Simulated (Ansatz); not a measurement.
# C2H9AlN2: the cost of one run

All numbers below are computed with Ansatz 0.2.0 (RKS B3LYP-D4/6-31G*).

### Step 1. Starting point

Bond lengths: C1–N2 1.430 Å, N2–C3 1.466 Å, C3–Al4 1.993 Å, Al4–N5 1.936 Å, C1–H6 1.067 Å, C1–H7 1.109 Å, C1–H8 1.167 Å, N2–H9 1.058 Å, C3–H10 1.152 Å, C3–H11 1.084 Å, Al4–H12 1.555 Å, N5–H13 1.078 Å, N5–H14 1.045 Å. Angles (14 of 21 angles, heavy atoms first): C1–N2–C3 110.4°, N2–C3–Al4 112.8°, C3–Al4–N5 118.0°, C1–N2–H9 105.9°, C3–N2–H9 110.4°, N2–C1–H6 115.2°, N2–C1–H7 109.6°, N2–C1–H8 107.1°, N2–C3–H10 106.7°, N2–C3–H11 112.1°, Al4–C3–H10 103.2°, Al4–C3–H11 113.2°, C3–Al4–H12 122.3°, N5–Al4–H12 119.5°.

Structure file:

```xyz
14

C    -0.9643   -1.3776    0.7463
N     0.3500   -0.8567    0.9604
C     1.0174   -0.6120   -0.3222
Al    0.7853    1.2580   -0.9698
N    -0.4145    2.4178    0.0125
H    -1.0071   -2.2971    0.2072
H    -1.4950   -1.4603    1.7165
H    -1.5552   -0.5781    0.1345
H     0.8695   -1.5963    1.5109
H     2.1500   -0.6841   -0.1258
H     0.7580   -1.3567   -1.0656
H     1.4189    1.7611   -2.2980
H    -1.4195    2.0272    0.0188
H    -0.5064    3.3255   -0.4969
```

### Step 2. Relaxing end A

Contents of input.yaml:

```yaml
crystal:
  periodic: [false, false, false]
  atoms:
    - { symbol: C, position_ang: [-0.9643, -1.3776, 0.7463] }
    - { symbol: "N", position_ang: [0.35, -0.8567, 0.9604] }
    - { symbol: C, position_ang: [1.0174, -0.612, -0.3222] }
    - { symbol: Al, position_ang: [0.7853, 1.258, -0.9698] }
    - { symbol: "N", position_ang: [-0.4145, 2.4178, 0.0125] }
    - { symbol: H, position_ang: [-1.0071, -2.2971, 0.2072] }
    - { symbol: H, position_ang: [-1.495, -1.4603, 1.7165] }
    - { symbol: H, position_ang: [-1.5552, -0.5781, 0.1345] }
    - { symbol: H, position_ang: [0.8695, -1.5963, 1.5109] }
    - { symbol: H, position_ang: [2.15, -0.6841, -0.1258] }
    - { symbol: H, position_ang: [0.758, -1.3567, -1.0656] }
    - { symbol: H, position_ang: [1.4189, 1.7611, -2.298] }
    - { symbol: H, position_ang: [-1.4195, 2.0272, 0.0188] }
    - { symbol: H, position_ang: [-0.5064, 3.3255, -0.4969] }
basis:
  gaussian: { orbitals: "6-31G*" }
hamiltonian:
  xc: b3lyp
  dispersion: d4
relax:
  f_tol: 0.015
  max_steps: 40
```

Run with:

```bash
> ansatz run input.yaml --threads 2 --pin off --max-ram 3072MiB --backend cpu --events-out ev --progress --plain --runs-dir out
```

**Question.** How long does this run take on 2 threads of Intel Xeon Platinum 8259CL at 2.50GHz (Skylake/Cascade Lake), shared host, and how much memory does it need?

About 77 s, with a peak of 0.24 GiB.
